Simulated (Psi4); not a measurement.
**CCSD(T)/6-31G(d) (spherical functions) run of CH3BFNO (SMILES NC1(F)BO1)**

Aim: the energy change on altering one bond length of CH3BFNO at CCSD(T)/6-31G* (spherical functions), from 2 runs. 

The calculation is run with Psi4 1.11.

2 further runs of the same task are left out: 2 set aside as unsound or not needed.

**1. The structure to begin with**

CH3BFNO has 8 atoms, charge 0, and is taken as a singlet. SMILES: `NC1(F)BO1`. The shape is that of a PBE0-D4/def2-TZVP optimisation. This is one conformer, not always the lowest.

Bond lengths: N1–C2 1.387 Å, C2–F3 1.372 Å, C2–B4 1.510 Å, C2–O5 1.462 Å, B4–O5 1.335 Å, N1–H6 1.009 Å, N1–H7 1.013 Å, B4–H8 1.182 Å. Some angles: N1–C2–F3 113.8°, N1–C2–B4 127.1°, N1–C2–O5 115.3°, F3–C2–B4 118.6°, F3–C2–O5 108.3°, B4–C2–O5 53.3°, C2–B4–O5 61.5°, C2–O5–B4 65.2°, C2–N1–H6 112.2°, C2–N1–H7 112.6°.

**2. The energy at CCSD(T)/6-31G(d) (spherical functions)**

ch3bfno.json reads:

```json
{
 "schema_name": "qcschema_input",
 "schema_version": 1,
 "molecule": {
  "schema_name": "qcschema_molecule",
  "schema_version": 2,
  "symbols": ["N", "C", "F", "B", "O", "H", "H", "H"],
  "geometry": [-0.81447196, 2.17016148, 0.34884344, 0.10223418, -0.11565124, -0.54726469, 0.23073556, -0.25076666, -3.13373283, 0.63797154, -2.47024999, 0.97339793, 2.54527212, -0.89384046, 0.48244708, -2.72026076, 2.21116854, 0.3994881, -0.14229638, 3.66909224, -0.63532592, 0.33485947, -4.42781728, 2.00670017],
  "molecular_charge": 0,
  "molecular_multiplicity": 1,
  "fix_symmetry": "c1"
 },
 "driver": "energy",
 "model": {
  "method": "ccsd(t)",
  "basis": "6-31G*"
 },
 "keywords": {
  "puream": true,
  "e_convergence": 1e-09,
  "d_convergence": 1e-08,
  "scf_type": "pk",
  "num_frozen_docc": 5
 }
}
```

The run is started by

```
$ psi4 --qcschema ch3bfno.json -n 1 --memory 2200MB
```

stdout:

```text
[...]
  Running in c1 symmetry.
[...]
  Nuclear repulsion =  167.411286307521351
[...]
  Multiplicity = 1
[...]
  Nalpha       = 19
  Nbeta        = 19
[...]
    Number of basis functions: 76
[...]
   @RHF iter   1:  -292.91740678588332   -6.72577e-01   6.41923e-03 ADIIS/DIIS
[...]
   @RHF iter  13:  -293.02462849064921   -1.13687e-12   4.26565e-09 DIIS
[...]
    Orbital Energies [Eh]
    ---------------------
    Doubly Occupied:
       1A    -26.288258     2A    -20.597195     3A    -15.570719
       4A    -11.386028     5A     -7.648267     6A     -1.609469
       7A     -1.416795     8A     -1.211389     9A     -0.873629
      10A     -0.765557    11A     -0.729826    12A     -0.706756
      13A     -0.671144    14A     -0.644707    15A     -0.618206
      16A     -0.557928    17A     -0.528960    18A     -0.444602
      19A     -0.422308
[...]
  @RHF Final Energy:  -293.02462849064921
   => Energetics <=
    Nuclear Repulsion Energy =            167.4112863075213511
    One-Electron Energy =                -735.4883456038695613
    Two-Electron Energy =                 275.0524308056990321
    Total Energy =                       -293.0246284906492065
[...]
 Multipole Moments:
 ------------------------------------------------------------------------------------
     Multipole            Electronic (a.u.)      Nuclear  (a.u.)        Total (a.u.)
 ------------------------------------------------------------------------------------
 L = 1.  Multiply by 2.5417464519 to convert [e a0] to [Debye]
 Dipole X            :          1.0167461           -1.9382319           -0.9214858
 Dipole Y            :         -2.1326980            2.1889004            0.0562024
 Dipole Z            :         -2.0072841            2.2175884            0.2103043
 Magnitude           :                                                    0.9468488
[...]
      * MP2 total energy                      = -293.731552487288923
[...]
      * CCSD total energy                     = -293.755174791508182
[...]
      * CCSD(T) total energy                  = -293.775963229316062
[...]
```

The result, in JSON:

```text
{
 "driver": "energy",
 "model": {
  "method": "ccsd(t)",
  "basis": "6-31G*"
 },
 "success": true,
 "return_result": -293.77596322931606,
 "properties": {
  "calcinfo_nbasis": 76,
  "calcinfo_nmo": 76,
  "calcinfo_nalpha": 19,
  "calcinfo_nbeta": 19,
  "calcinfo_natom": 8,
  "nuclear_repulsion_energy": 167.41128630752135,
  "return_energy": -293.77596322931606,
  "scf_one_electron_energy": -735.4883456038696,
  "scf_two_electron_energy": 275.05243080569903,
  "scf_dipole_moment": [-0.921485762319666, 0.056202381182318906, 0.21030430495073027],
  "scf_total_energy": -293.0246284906492,
  "scf_iterations": 13,
  "mp2_same_spin_correlation_energy": -0.19009257020504655,
  "mp2_opposite_spin_correlation_energy": -0.516831426433858,
  "mp2_singles_energy": -8.073676800025993e-28,
  "mp2_doubles_energy": -0.7069239966389046,
  "mp2_correlation_energy": -0.7069239966389046,
  "mp2_total_energy": -293.7315524872889,
  "ccsd_same_spin_correlation_energy": -0.16881076427106168,
  "ccsd_opposite_spin_correlation_energy": -0.561735536587131,
  "ccsd_singles_energy": 0.0,
  "ccsd_doubles_energy": -0.7305463008581927,
  "ccsd_correlation_energy": -0.7305463008581926,
  "ccsd_total_energy": -293.7551747915082,
  "ccsd_iterations": 17,
  "ccsd_prt_pr_correlation_energy": -0.751334738666082,
  "ccsd_prt_pr_total_energy": -293.77596322931606
 }
}
```

Run time: 33 s. Hardware: 1 thread of AMD EPYC 7R43 (Zen 3), shared host; peak memory 0.38 GiB.

**3. The distorted shape at the same level**

input.in reads:

```
memory 2200 MB

molecule {
  0 1
  N
  C 1 r2
  F 2 r3 1 a3
  B 2 r4 3 a4 1 d4
  O 4 r5 2 a5 3 d5
  H 1 r6 2 a6 3 d6
  H 1 r7 6 a7 2 d7
  H 4 r8 5 a8 2 d8

  r2 = 1.5949
  r3 = 1.372252
  a3 = 113.81733
  r4 = 1.510109
  a4 = 118.63327
  d4 = 172.80325
  r5 = 1.334943
  a5 = 61.48613
  d5 = 92.20994
  r6 = 1.009089
  a6 = 112.17407
  d6 = 84.90224
  r7 = 1.013371
  a7 = 110.34172
  d7 = 126.41105
  r8 = 1.182289
  a8 = 137.74032
  d8 = 178.17212
  symmetry c1
}

set {
  basis           6-31G*
  puream          true
  e_convergence   1e-09
  d_convergence   1e-08
  scf_type        pk
  num_frozen_docc 5
}

energy('ccsd(t)')
```

The run is started by

```
$ psi4 -n 1 input.in input.out
```

input.out:

```text
[...]
  Running in c1 symmetry.
[...]
  Nuclear repulsion =  162.172197198206902
[...]
  Multiplicity = 1
[...]
  Nalpha       = 19
  Nbeta        = 19
[...]
    Number of basis functions: 76
[...]
   @RHF iter   1:  -292.88376841188023   -9.97297e-01   6.64669e-03 DIIS/ADIIS
[...]
   @RHF iter  13:  -292.99993125075173   -2.16005e-12   5.77217e-09 DIIS
[...]
    Orbital Energies [Eh]
    ---------------------
    Doubly Occupied:
       1A    -26.299895     2A    -20.609870     3A    -15.576656
       4A    -11.405776     5A     -7.657103     6A     -1.615455
       7A     -1.423794     8A     -1.154381     9A     -0.879207
      10A     -0.760086    11A     -0.710648    12A     -0.705052
      13A     -0.664088    14A     -0.650365    15A     -0.613841
      16A     -0.556733    17A     -0.525295    18A     -0.441775
      19A     -0.424378
[...]
  @RHF Final Energy:  -292.99993125075173
   => Energetics <=
    Nuclear Repulsion Energy =            162.1721971982069022
    One-Electron Energy =                -724.9954598503169336
    Two-Electron Energy =                 269.8233314013583595
    Total Energy =                       -292.9999312507517288
[...]
 Multipole Moments:
 ------------------------------------------------------------------------------------
     Multipole            Electronic (a.u.)      Nuclear  (a.u.)        Total (a.u.)
 ------------------------------------------------------------------------------------
 L = 1.  Multiply by 2.5417464519 to convert [e a0] to [Debye]
 Dipole X            :          0.1415144           -0.9505590           -0.8090447
 Dipole Y            :         -1.0701821            1.1707038            0.1005217
 Dipole Z            :          3.4302754           -3.6941383           -0.2638630
 Magnitude           :                                                    0.8569023
[...]
      * MP2 total energy                      = -293.711271035910954
[...]
      * CCSD total energy                     = -293.735484571433688
[...]
      * CCSD(T) total energy                  = -293.757251178629872
[...]
```

It took 37 s on 1 thread of AMD EPYC 7R43 (Zen 3), shared host; peak memory 0.38 GiB.

**4. Summary of results**

Level: CCSD(T)/6-31G* (spherical functions), 5 core orbitals frozen.

| quantity | value |
| --- | --- |
| first shape: total energy | -293.77596 Eh |
| first shape: HOMO energy (Hartree–Fock orbitals) | -11.49 eV |
| first shape: LUMO energy (Hartree–Fock orbitals) | 3.64 eV |
| first shape: HOMO–LUMO gap (Hartree–Fock orbitals) | 15.13 eV |
| first shape: correlation energy (5 core orbitals frozen) | -751.3 mEh |
| first shape: (T) correction | -20.79 mEh |
| first shape: T1 diagnostic | 0.016 |
| distorted shape: total energy | -293.75725 Eh |
| distorted shape: HOMO energy (Hartree–Fock orbitals) | -11.55 eV |
| distorted shape: LUMO energy (Hartree–Fock orbitals) | 3.47 eV |
| distorted shape: HOMO–LUMO gap (Hartree–Fock orbitals) | 15.02 eV |
| distorted shape: correlation energy (5 core orbitals frozen) | -757.3 mEh |
| distorted shape: (T) correction | -21.77 mEh |
| distorted shape: T1 diagnostic | 0.016 |
| energy change with the N1–C2 bond stretched from 1.387 to 1.595 Å | 0.509 eV |

**Reading.** With the N1–C2 bond stretched from 1.387 to 1.595 Å the energy rises by 0.51 eV (11.7 kcal/mol). The first shape isn't relaxed at this level, so the change isn't measured from a minimum. The triples (first shape) make up 2.8 % of the correlation energy. The triples (distorted shape) make up 2.9 % of the correlation energy.
